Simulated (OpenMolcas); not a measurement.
# InF (SMILES [F][In]) at 6 levels

We compute a comparison of 6 runs (BLYP/def2-TZVPP, PBE/def2-TZVPP, PBE0/def2-TZVPP, r2SCAN/def2-TZVPP, revPBE/def2-TZVPP, CCSD(T)/def2-TZVPP) of InF. 

The results are computed with OpenMolcas 26.06.

### 1 Starting point

InF: 2 atoms, total charge 0, spin state singlet. SMILES: `[F][In]`. The F1–In2 distance was set to 2.592 Å, away from the relaxed value.

Bond lengths: F1–In2 2.592 Å.

### 2 The energy at BLYP/def2-TZVPP (core potential) (run 1)

input.xyz

```xyz
2

F      0.000000     0.000000    -0.582220
In     0.000000     0.000000     2.009580
```

calc.inp

```
&GATEWAY
  BasLib=$CurrDir
  Coord=input.xyz
  Basis=def2-TZVPP
  Group=NoSym

&SEWARD
  GridInput
  Grid=UltraFine
  End of Grid

&SCF
  KSDFT=BLYP
  Thresholds=1e-10 1e-07 1e-07 1e-05
  PrOrbitals=0
```

The basis set def2-TZVPP is read from a file made from the Basis Set Exchange's data (not shown).

Started as:

```
export MOLCAS_MEM=1860
pymolcas calc.inp > calc.log
```

The log of the run:

```text
--- Start Module: gateway ---
[...]
--- Stop Module: gateway /rc=_RC_ALL_IS_WELL_ ---
--- Start Module: seward ---
[...]
      Basis functions           81
--- Stop Module: seward /rc=_RC_ALL_IS_WELL_ ---
[...]
--- Start Module: scf ---
[...]
       Convergence after  23 Iterations
[...]
::    Total KS-DFT energy                            -290.0149769939
[...]
      Total spin, S                                     0.0000000000
[...]
      Total electronic charge=   30.000000
      Total            charge=   -0.000000
[...]
      Dipole Moment (debye):
      Origin of the operator (angstrom)=    0.0000    0.0000    1.6418
                   X=  7.7380E-16               Y=  5.9789E-16               Z=  6.4292E+00           Total=  6.4292E+00
      Quadrupole Moment (debye*angstrom):
[...]
--- Stop Module: scf /rc=_RC_ALL_IS_WELL_ ---
[...]
```

It took 14 s on 1 thread of Arm Neoverse V1, shared host; peak memory 0.45 GiB.

### 3 The energy at PBE/def2-TZVPP (core potential) (run 2)

coord.xyz

```xyz
2

F      0.000000     0.000000    -0.582220
In     0.000000     0.000000     2.009580
```

job.input

```
* FIn Kohn-Sham DFT

&GATEWAY
  BASLIB=$CurrDir
  COORD=coord.xyz
  BASIS=def2-TZVPP
  GROUP=NoSym

&SEWARD
  GRIDINPUT
  Grid=UltraFine
  End of Grid

&SCF
  KSDFT=PBE
  THRESHOLDS=1e-10 1e-07 1e-07 1e-05
  PRORBITALS=0
```

The basis set def2-TZVPP is read from a file made from the Basis Set Exchange's data (not shown).

Started as:

```
export MOLCAS_MEM=1860
pymolcas job.input > job.log
```

The log of the run:

```text
--- Start Module: gateway ---
[...]
--- Stop Module: gateway /rc=_RC_ALL_IS_WELL_ ---
--- Start Module: seward ---
[...]
      Basis functions           81
--- Stop Module: seward /rc=_RC_ALL_IS_WELL_ ---
[...]
--- Start Module: scf ---
[...]
       Convergence after  24 Iterations
[...]
::    Total KS-DFT energy                            -289.9588815955
[...]
      Total spin, S                                     0.0000000000
[...]
      Total electronic charge=   30.000000
      Total            charge=   -0.000000
[...]
      Dipole Moment (debye):
      Origin of the operator (angstrom)=    0.0000    0.0000    1.6418
                   X= -1.3638E-15               Y=  2.7704E-16               Z=  6.4015E+00           Total=  6.4015E+00
      Quadrupole Moment (debye*angstrom):
[...]
--- Stop Module: scf /rc=_RC_ALL_IS_WELL_ ---
[...]
```

It took 14 s on 1 thread of Arm Neoverse V1, shared host; peak memory 0.45 GiB.

### 4 The energy at PBE0/def2-TZVPP (core potential) (run 3)

struct.xyz

```xyz
2

F      0.000000     0.000000    -0.582220
In     0.000000     0.000000     2.009580
```

run.inp

```
>>> EXPORT MOLCAS_PRINT=2
&GATEWAY
BasLib = $CurrDir
Coord = struct.xyz
Basis = def2-TZVPP
Group = NoSym
&SEWARD
GridInput
Grid=UltraFine
End of Grid
&SCF
KSDFT = PBE0
Thresholds = 1e-10 1e-07 1e-07 1e-05
PrOrbitals = 1 2
```

The basis set def2-TZVPP is read from a file made from the Basis Set Exchange's data (not shown).

Started as:

```
export MOLCAS_MEM=1860
pymolcas run.inp > run.log
```

The log of the run:

```text
--- Start Module: gateway ---
[...]
--- Stop Module: gateway /rc=_RC_ALL_IS_WELL_ ---
--- Start Module: seward ---
[...]
      Basis functions           81
--- Stop Module: seward /rc=_RC_ALL_IS_WELL_ ---
[...]
--- Start Module: scf ---
[...]
       Convergence after  16 Iterations
[...]
::    Total KS-DFT energy                            -289.9423118204
[...]
      Total spin, S                                     0.0000000000
[...]
      Total electronic charge=   30.000000
      Total            charge=   -0.000000
[...]
      Dipole Moment (debye):
      Origin of the operator (angstrom)=    0.0000    0.0000    1.6418
                   X=  7.0155E-15               Y= -1.4560E-15               Z=  6.9986E+00           Total=  6.9986E+00
      Quadrupole Moment (debye*angstrom):
[...]
--- Stop Module: scf /rc=_RC_ALL_IS_WELL_ ---
[...]
```

Wall time 11 s (1 thread of Arm Neoverse V1, shared host); peak memory 0.45 GiB.

Runs 4 to 5 aren't shown in full; the table further down has their settings and results.

### 5 The energy at CCSD(T)/def2-TZVPP (core potential) (run 6)

run.input

```
* FIn CCSD(T)
&GATEWAY
BASLIB
$CurrDir
COORD
2
angstrom
F        0.000000       0.000000      -0.582220
In       0.000000       0.000000       2.009580
BASIS
def2-TZVPP
GROUP
NoSym
&SEWARD
&SCF
THRESHOLDS
1e-10 1e-07 1e-07 1e-05
PRORBITALS
1
&RASSCF
FILEORB
$Project.ScfOrb
SPIN
1
NACTEL
0 0 0
INACTIVE
15
RAS2
0
OUTORBITALS
Canonical
ORBLISTING
Nothing
&MOTRA
JOBIPH
FROZEN
5
&CCSDT
CCT
TRIPLES
2
ITERATIONS
80
ACCURACY
1e-08
EXTRAPOLATION
5 4
```

The basis set def2-TZVPP is read from a file made from the Basis Set Exchange's data (not shown).

Started as:

```
export MOLCAS_MEM=1860
pymolcas run.input > run.log
```

The log of the run:

```text
--- Start Module: gateway ---
[...]
--- Stop Module: gateway /rc=_RC_ALL_IS_WELL_ ---
[...]
      Basis functions           81
[...]
       Convergence after  15 Iterations
[...]
::    Total SCF energy                               -288.7046732242
[...]
      Total spin, S                                     0.0000000000
[...]
      Number of active orbitals                  0
[...]
      Spin quantum number                      0.0
[...]
      Active orbitals                            0
[...]
      Number of CSFs                             1
[...]
      Number of root(s) required                 1
[...]
      Convergence after  4 iterations
[...]
      Natural orbitals and occupation numbers for root  1
      ************************************************************************************************************************
      *                                                    Final results                                                     *
      ************************************************************************************************************************
[...]
::    RASSCF root number  1 Total energy:   -288.70467322
[...]
      Total electronic charge=   30.000000
      Total            charge=   -0.000000
[...]
      Dipole Moment (debye):
      Origin of the operator (angstrom)=    0.0000    0.0000    1.6418
                   X= -8.8872E-16               Y=  5.1696E-16               Z=  7.7563E+00           Total=  7.7563E+00
      Quadrupole Moment (debye*angstrom):
[...]
--- Start Module: motra ---
[...]
      *** WARNING: Default frozen orbitals is overwritten by user input.
      *** Default values:   1
[...]
--- Stop Module: motra /rc=_RC_ALL_IS_WELL_ ---
--- Start Module: ccsdt ---
[...]
      Convergence after                    22  Iterations
      Total energy (diff) :    -289.22048900       0.00000000
[...]
 METHOD                       : CCSD+T(CCSD)+<T3(1)WT1> = CCSD(T)
[...]
       CCSD     =      -289.2204889995893
[...]
--- Stop Module: ccsdt /rc=_RC_ALL_IS_WELL_ ---
[...]
```

It took 47 s on 1 thread of Arm Neoverse V1, shared host; peak memory 0.45 GiB.

### 6 All runs side by side

| run | level | integration grid | frozen core orbitals | energy (Eh) | dipole moment (D) of the reference | HOMO energy (eV) | LUMO energy (eV) | wall time |
| --- | --- | --- | --- | --- | --- | --- | --- | --- |
| 1 | BLYP/def2-TZVPP (core potential) | UltraFine | – | -290.014977 | 6.43 | -5.58 | -2.94 | 14 s |
| 2 | PBE/def2-TZVPP (core potential) | UltraFine | – | -289.958882 | 6.40 | -5.63 | -2.94 | 14 s |
| 3 | PBE0/def2-TZVPP (core potential) | UltraFine | – | -289.942312 | 7.00 | -7.21 | -2.33 | 11 s |
| 4 | r2SCAN/def2-TZVPP (core potential) | UltraFine | – | -290.066823 | 6.64 | -5.90 | -2.79 | 16 s |
| 5 | revPBE/def2-TZVPP (core potential) | UltraFine | – | -290.071305 | 6.38 | -5.53 | -2.85 | 13 s |
| 6 | CCSD(T)/def2-TZVPP (core potential) | – | 5 | -289.236308 | 7.76 | -10.59 | -0.14 | 47 s |

### 7 Results

| quantity | value |
| --- | --- |
| run 6: total energy | -289.23631 Eh |
| run 6: dipole moment (mean-field density) | 7.76 D |
| run 6: HOMO energy (Hartree–Fock orbitals) | -10.59 eV |
| run 6: LUMO energy (Hartree–Fock orbitals) | -0.14 eV |
| run 6: HOMO–LUMO gap (Hartree–Fock orbitals) | 10.45 eV |
| run 6: correlation energy (5 core orbitals frozen) | -531.6 mEh |
| run 6: (T) correction | -15.82 mEh |

In words: Over runs 1, 2, 3, 4, 5 the dipole moment (its size) runs from 6.38 D (revPBE/def2-TZVPP) to 7.00 D (PBE0/def2-TZVPP). Over runs 1, 2, 3, 4, 5 the HOMO–LUMO gap runs from 2.63 eV (BLYP/def2-TZVPP) to 4.88 eV (PBE0/def2-TZVPP). Totals of different functionals can't be ranked against each other. All runs together took 1.9 min, the longest 47 s.
